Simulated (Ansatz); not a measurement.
# Li+ with AlCl3: superposition error and deformation

An exercise on one series of results from a longer session: the logs are not shown, and one member is left open.

Computed with Ansatz 0.2.0, Gaussian basis. Level: PBE0-D4 structures, single points in def2-TZVPPD.

Levels: PBE-D4, revPBE-D4, BLYP-D4, r2SCAN-D4, B97M-V, PBE0-D4, B3LYP-D4, HSE06-D4, wB97X-V, wB97M-V, B2PLYP, Hartree-Fock, MP2, CCSD, CCSD(T).

Correlated methods freeze the cores. The outer core shell of Li, Na, Mg and K is correlated. B3LYP uses VWN-RPA correlation. B2PLYP carries no dispersion term here.

23 further runs of the same task are left out: 23 set aside as unsound or not needed.

### The system as given

The relaxed pair: 5 atoms, charge 1, spin multiplicity 1.

Atoms are counted from 1 here; the program's logs count them from 0.

Bond lengths: Li1–Cl2 2.380 Å, Li1–Cl4 2.380 Å, Cl2–Al3 2.112 Å, Al3–Cl4 2.112 Å, Al3–Cl5 2.024 Å. Angles: Cl2–Li1–Cl4 89.0°, Li1–Cl2–Al3 83.4°, Cl2–Al3–Cl4 104.3°, Cl2–Al3–Cl5 127.9°, Cl4–Al3–Cl5 127.9°, Li1–Cl4–Al3 83.4°.

As a file:

```xyz
5

Li    0.0691   -1.2034   -1.9372
Cl   -0.0529    1.1064   -1.3766
Al   -0.0212    0.3759    0.6052
Cl    0.0925   -1.7219    0.3855
Cl   -0.0875    1.4430    2.3232
```

Atoms 1 to 1 are fragment A (Li+), the rest fragment B (AlCl3). From earlier runs, pair energy (eV) and counterpoise interaction (kJ/mol):

| method | E(pair) | interaction |
| --- | --- | --- |
| PBE-D4 | -44351.78621 | -126.01 |
| revPBE-D4 | -44363.20375 | -123.03 |
| BLYP-D4 | -44371.50396 | -125.42 |
| r2SCAN-D4 | -44368.27719 | -115.70 |
| B97M-V | -44360.89257 | -117.21 |
| PBE0-D4 | -44355.58423 | -124.92 |
| B3LYP-D4 | -44373.50415 | -125.57 |
| HSE06-D4 | -44354.77280 | -124.87 |
| wB97X-V | -44364.62685 | -120.53 |
| wB97M-V | -44369.19056 | -121.70 |
| B2PLYP | -44357.67776 | -120.38 |
| MP2 | -44317.25403 | -112.37 |
| CCSD(T) | -44319.47863 | -112.51 |

First each fragment is run alone in its own basis, frozen in the shape it has in the pair (a, b).

The first run:

The input, a/in.yaml:

```yaml
crystal:
  periodic: [false, false, false]
  atoms:
    - {symbol: Li, position_ang: [0.069104, -1.203441, -1.937247]}
basis:
  gaussian: {orbitals: "def2-TZVPPD.json"}
total_charge: 1
correlation: {method: ccsd_t}
```

The input, b/in.yaml:

```yaml
crystal:
  periodic: [false, false, false]
  atoms:
    - {symbol: Cl, position_ang: [-0.052875, 1.106376, -1.376645]}
    - {symbol: Al, position_ang: [-0.021186, 0.375945, 0.605179]}
    - {symbol: Cl, position_ang: [0.092506, -1.721900, 0.385509]}
    - {symbol: Cl, position_ang: [-0.087549, 1.443019, 2.323204]}
basis:
  gaussian: {orbitals: "def2-TZVPPD.json"}
correlation: {method: ccsd_t}
```

The basis file named in the input lies beside it (Basis Set Exchange, JSON).

The command line of these runs was not kept.

Steps of the session up to this table: CCSD(T)/def2-TZVPPD; Relaxing AlCl3 alone.

One of the session's tables, all rows but one given; the rest of the session is left out.

| method | interaction with counterpoise (kJ/mol) |
| --- | --- |
| PBE-D4 | -126.01 |
| revPBE-D4 | -123.03 |
| BLYP-D4 | -125.42 |
| r2SCAN-D4 | -115.70 |
| B97M-V | -117.21 |
| PBE0-D4 | -124.92 |
| B3LYP-D4 | -125.57 |
| HSE06-D4 | -124.87 |
| wB97X-V | -120.53 |
| wB97M-V | -121.70 |
| B2PLYP | -120.38 |
| Hartree-Fock | ? |
| MP2 | -112.37 |
| CCSD | -112.72 |
| CCSD(T) | -112.51 |

Estimate the missing values for Hartree-Fock.

As computed: interaction with counterpoise (kJ/mol): -111.26. In the column «interaction with counterpoise (kJ/mol)» it is the highest.
